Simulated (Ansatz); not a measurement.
# Ta3Se: the cost of one run

Computed with Ansatz 0.2.0 (DFT PBE, scalar-relativistic, plane waves, PAW, unless a step's input says otherwise).

**1. The starting structure**

Symmetry: Pm-3m, No. 221, cubic system. The conventional cell has a = 4.207 Å, b = 4.207 Å, c = 4.207 Å, α = 90.00°, β = 90.00°, γ = 90.00°. Ta (site symmetry 4/mmm) has 8 Ta at 2.97 Å and 4 Se at 2.97 Å as nearest neighbours. Around Se (site symmetry m-3m) lie 12 Ta at 2.97 Å.

Coordinates:

```
Ta Se
1.0
     4.20654    0.00000    0.00000
     0.00000    4.20654    0.00000
     0.00000    0.00000    4.20654
Ta Se
3 1
Direct
  0.00000 0.50000 0.50000
  0.50000 0.00000 0.50000
  0.50000 0.50000 0.00000
  0.00000 0.00000 0.00000
```

This is candidate A: Cu3Au (L1_2) type (Pm-3m, No. 221).

(A quick probe on a coarse mesh, which set the mesh and smearing, is not shown.)

**3. A loose first relaxation (candidate A)**

File input.yaml:

```yaml
crystal:
  lattice:
    - [4.2065398911, 0.0, 0.0]
    - [0.0, 4.2065398911, 0.0]
    - [0.0, 0.0, 4.2065398911]
  atoms:
    - { symbol: Ta, position: [0.0, 0.5, 0.5] }
    - { symbol: Ta, position: [0.5, 0.0, 0.5] }
    - { symbol: Ta, position: [0.5, 0.5, 0.0] }
    - { symbol: Se, position: [0.0, 0.0, 0.0] }
basis:
  ecutwfc: 420
kpoints:
  mp_grid: { grid: [4, 4, 4] }
hamiltonian:
  xc: pbe
scf:
  occupations: { method: gaussian, width: 0.1 }
  lower_state_search: "off"
output:
  forces: true
  stress: true
  eigenvalues: true
relax:
  adjacent_minimum: "off"
  f_tol: 0.04
  max_steps: 70
  cell: { stress_tol: 0.4 }
```

What time and memory should one allow on 1 thread of an Arm CPU, shared host?

About 7.7 s, with a peak of 0.33 GiB.
